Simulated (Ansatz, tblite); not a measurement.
## A script for TePb (GFN2-xTB)

These are simulated results from tblite 0.8.0, not measurements. The cell began as a measured structure and was relaxed with r2SCAN in plane waves (Ansatz 0.2.0). All runs are without spin polarisation.

It is cubic, Fm-3m (No. 225); a = 6.536 Å in the conventional setting, 34.90 Å³ an atom. Te is surrounded by 6 Pb at 3.27 Å; Pb is surrounded by 6 Te at 3.27 Å.

tblite solves periodic systems at the zone centre alone, so the script builds a cluster of 2×2×2 conventional cells (64 atoms), which folds in a coarse mesh of k points.

The script, run.py:

```python
import json
from ase import Atoms
from ase.build import make_supercell
from ase.units import Bohr, GPa, Hartree
from tblite.interface import Calculator

atoms = Atoms(['Te', 'Pb'],
              cell=[[-0.0, 3.267856, 3.267856], [3.267856, -0.0, 3.267856], [3.267856, 3.267856, 0.0]],
              scaled_positions=[[0.5, 0.5, 0.5], [-0.0, 0.0, 0.0]],
              pbc=True)
cluster = make_supercell(atoms, [[-2, 2, 2], [2, -2, 2], [2, 2, -2]])
calc = Calculator('GFN2-xTB', cluster.numbers, cluster.positions / Bohr, lattice=cluster.cell[:] / Bohr, periodic=cluster.pbc)
calc.set('temperature', 0.02 / Hartree)
calc.set('max-iter', 150)
res = calc.singlepoint()
levels = res.get('orbital-energies') * Hartree
nv = round(res.get('orbital-occupations').sum() / 2)
cells = len(cluster) // len(atoms)
out = {'energy_per_cell': res.get('energy') * Hartree / cells, 'homo': levels[nv - 1], 'lumo': levels[nv],
       'stress': (-res.get('virial') * Hartree / cluster.get_volume() / GPa).tolist(), 'charges': res.get('charges')[:len(atoms)].tolist(), 'electrons': 2 * nv / cells}
json.dump(out, open('results.json', 'w'))
for key, value in out.items():
    print(key, value)
```

Command: `python run.py`. It took 5.9 s on 1 thread of Arm Neoverse N1 (shared host), peak memory 0.12 GiB.

The log:

```
------------------------------------------------------------
  cycle        total energy    energy error   density error
------------------------------------------------------------
      1     -170.4346214799  -1.7059540E+02   2.5718465E-01
      2     -92.01990298700   7.8414718E+01   8.3656647E-01
      3     -173.6208104703  -8.1600907E+01   1.6471886E-01
      4     -175.1649058362  -1.5440954E+00   8.5468001E-02
      5     -175.7014196064  -5.3651377E-01   1.2663701E-02
      6     -175.6927407632   8.6788431E-03   1.4799357E-02
      7     -175.7105545109  -1.7813748E-02   2.8035182E-03
      8     -175.7111345848  -5.8007388E-04   9.8174475E-04
      9     -175.7112066972  -7.2112442E-05   3.1537367E-04
     10     -175.7112149743  -8.2770611E-06   4.5671767E-05
     11     -175.7112149073   6.6964759E-08   5.3270874E-05
     12     -175.7112151249  -2.1763034E-07   1.5566292E-05
------------------------------------------------------------

 total:                                   4.881 sec
energy_per_cell -149.4170532367386
homo -7.587362457483766
lumo -6.508133069215591
stress [[-4.303840120431862, -5.921507955008591e-14, 9.160362410899981e-14], [-5.922506432225826e-14, -4.303840120431651, 1.1321542951791542e-14], [9.156753500679802e-14, 1.1303182991190066e-14, -4.303840120431769]]
charges [-0.16794352655003422, 0.16794169192149266]
electrons 10.0
```

The cycle table is in hartree for the whole cluster, and the lines after it are in eV (the energy for one cell). The printed stress is in GPa and positive in compression, and the pressure is its mean diagonal.

GFN2-xTB gives a gap of 1.08 eV. On the same cell, plane-wave PBE (Ansatz, 8×8×8 k points and the special points) gives a gap of 0.80 eV and r2SCAN a gap of 1.09 eV; on shared hosts these took about 5.8 and 14 core-seconds on the 2-atom cell, against 5.8 for the script. Spin-orbit coupling, left out in all these runs, can cut or reorder the gap by tenths of an eV, up to about 1 eV with Pb or Bi. xTB was fitted to molecules, so gaps, charges and pressures of solids can be far off, and the gap also depends on the size of the cluster.

The same script was run on cells scaled at fixed shape and fractional coordinates:

```tsv
volume (Å³/atom)	energy (meV/atom)	pressure (GPa, positive in compression)	gap (eV)
30.71	-39.6	2.07	0.87
32.80	-40.3	-1.74	1.01
34.90	0.0	-4.30	1.08
36.99	63.1	-5.79	1.10
39.08	153.2	-7.67	1.10
```

The pressure crosses zero near 31.8 Å³/atom, but the curve is too rough for a fit.

xTB was fitted mostly to molecules, and a small cluster samples few k points, so gaps, pressures and kinks along a curve can be far from a solid's.

Spin-orbit coupling is left out; in compounds of Pb, Bi, Tl or Hg it can lower a gap by up to about 1 eV, split its edges or invert the bands.
